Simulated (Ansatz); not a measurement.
**LuBi: how the settings move a single-point run**

How sensitive is a single-point run of LuBi to its settings? A reference run comes first, then three runs with altered input. The cell is built on a prototype (zincblende) and needn't be the phase found in nature.

Program: Ansatz 0.2.0. Level of theory: reference: DFT, HSE06, plane waves, PAW. These are calculated values, not measurements.

5 further runs of the same task are left out: 3 for a known fault of the program, 2 that didn't finish.

## (1) The structure to begin with

Symmetry: F-43m, No. 216, cubic system. Conventional cell: a = 6.925 Å, b = 6.925 Å, c = 6.925 Å, α = 90.00°, β = 90.00°, γ = 90.00°. Around Lu (site symmetry -43m) lie 4 Bi at 3.00 Å. Bi (site symmetry -43m) is surrounded by 4 Lu at 3.00 Å.

Coordinates:

```
Lu Bi
1.0
     0.00000    3.46236    3.46236
     3.46236    0.00000    3.46236
     3.46236    3.46236    0.00000
Lu Bi
1 1
Cartesian
  0.0000 0.0000 0.0000
  1.7312 1.7312 1.7312
```

## (2) Baseline

input.yaml reads:

```yaml
crystal:
  lattice:
    - [0.0, 3.46235626, 3.46235626]
    - [3.46235626, 0.0, 3.46235626]
    - [3.46235626, 3.46235626, 0.0]
  atoms:
    - { symbol: Lu, position: [0.0, 0.0, 0.0] }
    - { symbol: Bi, position: [0.25, 0.25, 0.25] }
kpoints:
  mp_grid: { grid: [4, 4, 4] }
hamiltonian:
  xc: hse06
scf:
  occupations: { method: fixed }
  n_extra_bands: 4
output:
  forces: true
  stress: true
  eigenvalues: true
```

The run is started by

```
$ ansatz run input.yaml --threads 4 --pin off --max-ram 3686MiB --backend cpu --events-out ev --progress --plain --runs-dir out
```

## (3) Variant: xc pbesol

input.yaml, as its differences from that of step 2:

```diff
@@ -11,3 +11,3 @@
 hamiltonian:
-  xc: hse06
+  xc: pbesol
 scf:
```

## (4) Variant: xc pbesol, accuracy low

input.yaml, as its differences from that of step 2:

```diff
@@ -11,3 +11,3 @@
 hamiltonian:
-  xc: hse06
+  xc: pbesol
 scf:
@@ -19 +19,2 @@
   eigenvalues: true
+accuracy: low
```

## (5) The same system, input altered

input.yaml, as its differences from that of step 2:

```diff
@@ -15,2 +15,3 @@
   n_extra_bands: 4
+  max_iter: 67
 output:
@@ -19 +20,4 @@
   eigenvalues: true
+magnetization:
+  spin_polarized: true
+  initial_magnetization: 0.5
```

(Steps that only read results are left out.)

Q: Predict the outcome of this session. Wanted: for each run, ending; energy change; pressure; gap; force.

The runs gave:

```csv
run,ending,energy change,pressure (GPa),gap (eV),force (eV/Å),cycles,time
reference,converged,-,0.6,2.14,0.00,18,12 s
1: xc pbesol,converged,not comparable,-0.8,1.44,0.00,6,0.74 s
"2: xc pbesol, accuracy low",converged,not comparable,-0.8,1.44,0.00,6,0.75 s
"3: spin_polarized true, initial_magnetization 0.5",refused,-,-,-,-,-,1.2 s
```

Residual by cycle in the longest SCF loop of each run; runs are numbered as in the table. The quantity is the density residual dr2, in eV.

```csv
cycle,reference,run 1,run 2
1,0.0432,0.00995,0.00995
2,0.019,0.00129,0.00129
3,0.00215,3.8e-4,3.8e-4
4,0.00127,5.2e-5,5.2e-5
5,7.5e-5,6.3e-6,6.3e-6
6,6.1e-5,7.4e-8,7.4e-8
7,4.0e-5,-,-
8,1.5e-6,-,-
```

The pressure spans -0.8 to 0.6 GPa over the reference and the converged variants. The gap spans 1.44 to 2.14 eV over the reference and the converged variants. The gap of the reference lacks spin-orbit coupling, though the cell holds Lu and Bi. 1 of the 3 altered inputs did not end normally.
